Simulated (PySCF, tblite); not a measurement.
# C₃H₁₀BN: geometry, infrared bands, NMR shifts, spin-spin couplings, electronic excitations and core binding energies

Wanted: the infrared bands, NMR shifts, spin-spin couplings, electronic excitations and core binding energies of C₃H₁₀BN (`BNCCC`), by calculation.

The runs use tblite 0.8.0 and PySCF 2.14.0, with density-fitted response routines of our own; the level of theory stands in each step. All values are computed, except where a source is named. Atoms count from 0, in the outputs and in this text.

### Step 1. Starting geometry

15 atoms, charge 0, multiplicity 1; geometry from: force field or distance geometry start.

Bonds of the start (Å): B0–N1 1.51, N1–C2 1.43, C2–C3 1.50, C3–C4 1.52, B0–H5 1.19, B0–H6 1.20, N1–H7 1.05, C2–H8 1.11, C2–H9 1.12, C3–H10 1.13, C3–H11 1.09, C4–H12 1.12, C4–H13 1.10, C4–H14 1.14.

### Step 2. Optimising the geometry with GFN2-xTB

What the job is given:

```
{"job": {"kind": "relax", "xc": "GFN2-xTB", "basis": "xTB"}, "charge": 0, "multiplicity": 1}
B     -2.614300     0.216200     0.105200
N     -1.448100    -0.666800    -0.263100
C     -0.251500     0.109800    -0.116400
C      1.011300    -0.624700    -0.452700
C      2.125200     0.378000    -0.230900
H     -3.419600    -0.154700     0.899300
H     -2.775900     1.281600    -0.415800
H     -1.444400    -1.566100     0.279100
H     -0.159200     0.612100     0.864600
H     -0.324200     0.909200    -0.902200
H      1.169400    -1.511500     0.226600
H      0.970800    -0.989900    -1.483200
H      1.711100     1.233500     0.358300
H      2.985300    -0.037100     0.322000
H      2.459700     0.818200    -1.224000
```

The run is started by

```sh
$ OMP_NUM_THREADS=1 python probes_run.py task.json out
```

The driver reads the jobs from task.json and runs them one after another.

**Question.** This job is followed by: GFN2-xTB harmonic vibrations, gas phase; PBE0-D3(BJ)/def2-SVP geometry optimisation, gas phase; GIAO PBE0/pcSseg-1 NMR shielding, non-relativistic, gas phase; B3LYP/pcJ-1 indirect spin-spin coupling, non-relativistic, gas phase; TDDFT CAM-B3LYP/def2-SVPD, vertical, gas phase, core orbitals frozen in the response; GIAO PBE0/pcSseg-2 NMR shielding, non-relativistic, gas phase; delta-SCF UKS SCAN, pcX-2 on the ionised atom, pcseg-1 elsewhere, spin-free X2C. What will the session give for the following? strongest single infrared mode (GFN2-xTB); zero-point energy (GFN2-xTB); point group; rotational constants (main isotopes); ¹³C shifts against TMS (PBE0/pcSseg-1); ¹H shifts against TMS (PBE0/pcSseg-1, means over atoms taken as alike); ¹¹B shifts against BF3·OEt2 (PBE0/pcSseg-1); ¹⁵N shifts against NH3 (PBE0/pcSseg-1); largest coupling of the table (B3LYP/pcJ-1); lowest singlet (CAM-B3LYP/def2-SVPD); brightest single state of those computed; lowest triplet; vertical ionisation energy (ΔSCF); C1s binding energies, SCAN/pcX-2; N1s binding energies, SCAN/pcX-2; range of the shift of C2.

The runs gave:

| quantity | value |
| --- | --- |
| strongest single infrared mode (GFN2-xTB) | 2634 cm⁻¹, 213 km/mol |
| zero-point energy (GFN2-xTB) | 82.3 kcal/mol |
| point group | C1 |
| rotational constants (main isotopes) | 17.53, 2.16, 2.14 GHz |
| ¹³C shifts against TMS (PBE0/pcSseg-1) | 56.1, 31.5, 13.1 ppm |
| ¹H shifts against TMS (PBE0/pcSseg-1, means over atoms taken as alike) | 4.68, 4.65, 2.99, 1.36, 0.95 ppm |
| ¹¹B shifts against BF3·OEt2 (PBE0/pcSseg-1) | 37.0 ppm |
| ¹⁵N shifts against NH3 (PBE0/pcSseg-1) | 156.5 ppm |
| largest coupling of the table (B3LYP/pcJ-1) | ¹J(B,H) B0–H5, 141.0 Hz |
| lowest singlet (CAM-B3LYP/def2-SVPD) | 7.24 eV (171 nm), f = 0.000 |
| brightest single state of those computed | state 3, 7.54 eV, f = 0.292 |
| lowest triplet | 5.69 eV |
| vertical ionisation energy (ΔSCF) | 10.02 eV |
| C1s binding energies, SCAN/pcX-2 | C2 291.59, C4 290.79, C3 290.73 eV |
| N1s binding energies, SCAN/pcX-2 | N1 405.14 eV |
| range of the shift of C2 | 56.1 to 58.2 ppm |

What this shows: Over 101 steps the energy fell by 1.189 eV; of the close pairs, B0–N1 changed most, 1.508 to 1.376 Å (GFN2-xTB). No mode is imaginary among the 39: a minimum at this level. The strongest single mode, at 2634 cm⁻¹, moves mainly H5 and H6. GFN2-xTB is a fitted tight-binding method: band positions and strengths are rough. Its intensities can rank the bands wrongly. The optimisation took 8 steps and gained 0.184 eV; among the close pairs (by a distance rule), C2–C3 changed most, from 1.567 to 1.524 Å (PBE0/def2-SVP). At PBE0/pcSseg-1: Shielding is most anisotropic at N1 (span 218 ppm, paramagnetic term -211 ppm). In the run at B3LYP/pcJ-1, the largest coupling of the table is B0–H5 (mean over like pairs), 141.0 Hz, of which the Fermi-contact term gives 141.1 Hz. Couplings across rotatable bonds belong to this one conformer; where others are populated, the observed values are averages, and the simulated multiplets take (2 J gauche + J anti)/3 across rotating chain bonds. The first singlet state (HOMO−1→LUMO+1 0.86) lies at 7.24 eV and is dark; of the 10 states computed, the strongest absorption comes from state 3 at 7.54 eV. The lowest triplet lies 1.55 eV below the lowest singlet (triplets in Tamm-Dancoff, singlets in full TDDFT). The orbital energy would give 9.23 eV for ionisation, ΔSCF gives 10.02 eV. In ppm, C2 moves most: its shift spreads over 2.1 ppm, from 56.1 (PBE0/pcSseg-1) to 58.2 (PBE0/pcSseg-2).
